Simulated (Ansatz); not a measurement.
**C2H4GeS: how energies converge with the basis set**

The task here is to estimate one member of a computed series from the others.

Method: one geometry, several basis sets; program: Ansatz 0.2.0, Gaussian basis.

The runs, in order: PBE0-D4/def2-SVP; ωB97M-V/def2-SVP; PBE0-D4/def2-QZVPP; ωB97M-V/def2-QZVPP; the functionals' def2-TZVPP values are taken from earlier runs.

## Structure used throughout

All runs share one geometry, relaxed beforehand with PBE0-D4 in a triple-zeta def2 set.

8 atoms, charge 0, spin multiplicity 1.

Atoms are counted from 1 here; the program's logs count them from 0.

Bond lengths: S1–C2 1.598 Å, C2–C3 1.462 Å, C2–Ge4 1.940 Å, C3–Ge4 2.001 Å, C3–H5 1.088 Å, C3–H6 1.092 Å, Ge4–H7 1.526 Å, Ge4–H8 1.526 Å. Angles: S1–C2–C3 137.3°, S1–C2–Ge4 144.9°, C3–C2–Ge4 70.5°, C2–C3–Ge4 66.0°, C2–C3–H5 119.8°, C2–C3–H6 114.3°, Ge4–C3–H5 132.8°, Ge4–C3–H6 102.6°, H5–C3–H6 113.3°, C2–Ge4–C3 43.5°, C2–Ge4–H7 117.7°, C2–Ge4–H8 123.8°, C3–Ge4–H7 121.5°, C3–Ge4–H8 111.7°, H7–Ge4–H8 117.0°.

Geometry (Å):

```xyz
8
C2H4GeS
S    -1.68902    1.85028    0.67578
C    -0.64492    0.65979    0.46447
C     0.78389    0.52040    0.18953
Ge   -0.31987   -1.02405   -0.44197
H     1.31416    1.31285   -0.33362
H     1.35834    0.08397    1.00924
H    -0.76627   -1.14319   -1.89589
H     0.05578   -2.31716    0.27666
```

Set-up of the first run:

Input file in.yaml:

```yaml
crystal:
  periodic: [false, false, false]
  atoms:
    - {symbol: S, position_ang: [-1.689016, 1.850283, 0.675775]}
    - {symbol: C, position_ang: [-0.644916, 0.659791, 0.464467]}
    - {symbol: C, position_ang: [0.783890, 0.520402, 0.189531]}
    - {symbol: Ge, position_ang: [-0.319873, -1.024052, -0.441974]}
    - {symbol: H, position_ang: [1.314158, 1.312849, -0.333622]}
    - {symbol: H, position_ang: [1.358343, 0.083975, 1.009245]}
    - {symbol: H, position_ang: [-0.766267, -1.143193, -1.895886]}
    - {symbol: H, position_ang: [0.055779, -2.317157, 0.276663]}
basis:
  gaussian: {orbitals: def2-SVP}
hamiltonian: {xc: pbe0, dispersion: d4}
output: {orbitals: {seedname: orbitals}}
```

Command:

```sh
> ansatz run in.yaml --threads 2 --pin off --events-out ev --progress --plain --max-ram 4352MiB
```

Steps of the session up to this table: PBE0-D4 in def2-SVP; ωB97M-V in def2-SVP; PBE0-D4 in def2-QZVPP; ωB97M-V in def2-QZVPP.

One table of the session follows, with a row left open; its other results are not shown here.

It belongs to the step «Functionals by basis». 

| functional | basis | HOMO (eV) | LUMO (eV) |
| --- | --- | --- | --- |
| PBE0-D4 | def2-SVP | -5.81 | -2.18 |
| PBE0-D4 | def2-TZVPP | ? | ? |
| PBE0-D4 | def2-QZVPP | -5.98 | -2.36 |
| ωB97M-V | def2-SVP | -7.84 | -0.01 |
| ωB97M-V | def2-TZVPP | -8.00 | -0.22 |
| ωB97M-V | def2-QZVPP | -8.04 | -0.30 |

Q: Estimate the row for PBE0-D4, def2-TZVPP from the others.

**Answer.** HOMO (eV): -5.95; LUMO (eV): -2.32. In the column «HOMO (eV)» it lies between PBE0-D4, def2-QZVPP (-5.98) and PBE0-D4, def2-SVP (-5.81).
